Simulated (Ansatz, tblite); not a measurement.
**The cluster B13: one state, many levels**

An exercise on one series of results from a longer session: the logs are not shown, and one member is left open.

Program: Ansatz 0.2.0, Gaussian basis. Level of theory: as each input shows. These are calculated values, not measurements.

Plan: GFN1-xTB, GFN2-xTB, PBE-D4/def2-TZVP, r2SCAN-D4/def2-TZVP, HF/def2-TZVP, ωB97X-V/def2-TZVP, PBE-D4/def2-SVP, PBE0-D4/def2-SVP, HF/6-31G, B3LYP-D4/6-31G, MP2/def2-SVP.

2 further runs of the same task are left out: 2 set aside as unsound or not needed.

## The relaxed structure

The geometry is that of the doublet, from an earlier relaxation (PBE-D4/def2-SVP). At that level it is the lowest of the isomers that a small search found.

13 atoms, charge 0, spin multiplicity 2.

Bond lengths: B1–B5 1.554 Å, B1–B8 1.588 Å, B1–B12 1.730 Å, B2–B3 1.548 Å, B2–B4 1.676 Å, B2–B7 1.620 Å, B3–B4 1.676 Å, B3–B8 1.622 Å, B4–B7 1.806 Å, B4–B8 1.805 Å, B4–B9 1.741 Å, B4–B12 1.739 Å, B5–B11 1.575 Å, B5–B12 1.699 Å, B6–B7 1.587 Å, B6–B9 1.731 Å, B6–B13 1.554 Å and more. Angles: B5–B1–B8 132.2°, B5–B1–B12 62.0°, B8–B1–B12 70.2°, B3–B2–B4 62.5°, B3–B2–B7 128.9°, B4–B2–B7 66.4°, B2–B3–B4 62.5°, B2–B3–B8 128.9°, B4–B3–B8 66.4°, B2–B4–B3 55.0°, B2–B4–B7 55.3°, B2–B4–B8 110.4°, B2–B4–B9 120.7°, B2–B4–B12 175.6°, B3–B4–B7 110.3°, B3–B4–B8 55.4°, B3–B4–B9 175.7°, B3–B4–B12 120.6° and more.

PBE0-D4/def2-TZVP was run before; its log isn't repeated, and its numbers join the tables.

Set-up of the first run:

Tight binding, by tblite at 300 K electronic temperature and without a spin-polarisation term:

```python
tblite.interface.Calculator('GFN1-xTB', numbers, positions, charge=0, uhf=1).singlepoint()
```

Tight binding, by tblite at 300 K electronic temperature and without a spin-polarisation term:

```python
tblite.interface.Calculator('GFN2-xTB', numbers, positions, charge=0, uhf=1).singlepoint()
```

start.molden holds the orbitals of an earlier run on this state, given as this run's starting guess.

Contents of in.yaml:

```yaml
crystal:
  periodic: [false, false, false]
  atoms:
    - {symbol: B, position_ang: [-1.931115, 1.765051, 0.036541]}
    - {symbol: B, position_ang: [2.325302, 1.286770, 0.116341]}
    - {symbol: B, position_ang: [1.213507, 2.363398, 0.141482]}
    - {symbol: B, position_ang: [0.735904, 0.759032, 0.057237]}
    - {symbol: B, position_ang: [-2.649021, 0.389706, -0.052790]}
    - {symbol: B, position_ang: [1.825891, -1.870420, -0.035546]}
    - {symbol: B, position_ang: [2.180063, -0.325096, 0.043316]}
    - {symbol: B, position_ang: [-0.395420, 2.165591, 0.094361]}
    - {symbol: B, position_ang: [0.366628, -0.939531, -0.031847]}
    - {symbol: B, position_ang: [-1.036508, -2.193652, -0.137279]}
    - {symbol: B, position_ang: [-2.159169, -1.106285, -0.115536]}
    - {symbol: B, position_ang: [-0.950971, 0.339514, -0.003963]}
    - {symbol: B, position_ang: [0.474898, -2.634077, -0.112317]}
basis:
  gaussian: {orbitals: def2-TZVP, initial_orbitals: start.molden}
magnetization: {spin_polarized: true, initial_magnetization: 1}
hamiltonian: {xc: pbe, dispersion: d4}
scf: {omitted_lower_state_checks: [starts]}
output: {orbitals: {seedname: orbitals}}
```

On the command line:

```
> ansatz run in.yaml --threads 4 --pin off --events-out ev --progress --plain --max-ram 6963MiB
```

Among the steps run: PBE-D4/def2-TZVP; r2SCAN-D4/def2-TZVP; HF/def2-TZVP; ωB97X-V/def2-TZVP; PBE-D4/def2-SVP; PBE0-D4/def2-SVP; HF/6-31G; B3LYP-D4/6-31G; MP2/def2-SVP.

One of the session's tables, all rows but one given; the rest of the session is left out.

It belongs to the step «Binding energy». 

```
              level  binding an atom (eV)
           HF/6-31G                 3.353
        HF/def2-SVP                 3.671
       HF/def2-TZVP                 3.505
    PBE-D4/def2-SVP                 5.318
   PBE-D4/def2-TZVP                 5.220
r2SCAN-D4/def2-TZVP                 5.086
     B3LYP-D4/6-31G                 4.696
   PBE0-D4/def2-SVP                 5.190
  PBE0-D4/def2-TZVP                 5.077
  ωB97X-V/def2-TZVP                 4.766
       MP2/def2-SVP                     ?
```

Estimate the missing values for MP2/def2-SVP.

As computed: binding an atom (eV): 4.985. In the column «binding an atom (eV)» it lies between ωB97X-V/def2-TZVP (4.766) and PBE0-D4/def2-TZVP (5.077).

To keep in mind: Free atoms were run apart at each level; binding is atoms less cluster, divided by the number of atoms, without zero-point or spin-orbit terms.
